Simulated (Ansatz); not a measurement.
Runs of Ansatz 0.2.0 on HfRu3. It takes space group Pm-3m (No. 221, cubic). The conventional cell has a = 3.956 Å, b = 3.956 Å, c = 3.956 Å, α = 90.00°, β = 90.00°, γ = 90.00°. Around Hf (site symmetry m-3m) lie 12 Ru at 2.80 Å. Around Ru (site symmetry 4/mmm) lie 4 Hf at 2.80 Å and 8 Ru at 2.80 Å. The cell comes from a database or a generator and needn't be the stable form of this composition.

```csv
task,level,spin,cell,k mesh,smearing,points for each segment of the path,gap on the mesh (eV),pressure (GPa)
single point,LDA,off,as given,7 × 7 × 7,gaussian 0.05 eV,-,none,-15.1
band structure,revPBE+D4,off,as given,7 × 7 × 7,methfessel-paxton 0.1 eV,14,none,-4.8
band structure,LDA,off,cell strained at random at fixed volume,7 × 7 × 7,methfessel-paxton 0.1 eV,14,none,(b)
single point,PBE,off,as given,7 × 7 × 7,gaussian 0.02 eV,-,none,-1.1
single point,PBE+D3(BJ),"SOC, no magnetisation",as given,5 × 5 × 5,methfessel-paxton 0.2 eV,-,none,(a)
```

Alike in all rows: potentials or basis Ansatz PAW; cutoff (eV) 420.

**Question.** Estimate the missing entries.

**Answer.** (a) -7.0; (b) -14.8.

Caveats: the PAW data sets come from PBE, with cores solved anew for the run's functional, which leaves a small shift of forces and pressure (some runs); spin-orbit coupling is left out, which moves the levels of the heavy elements (some runs); pairwise dispersion overbinds metals, which lowers pressure and volume (some runs); so large a pressure means that the cell lies far from this level's equilibrium, or that cutoff or potentials fall short (some runs).

A k mesh can miss the band edges, and rows without SOC leave out spin-orbit coupling on Hf, Ru.

A gap of «none» marks a metal or a gap under the smearing width.
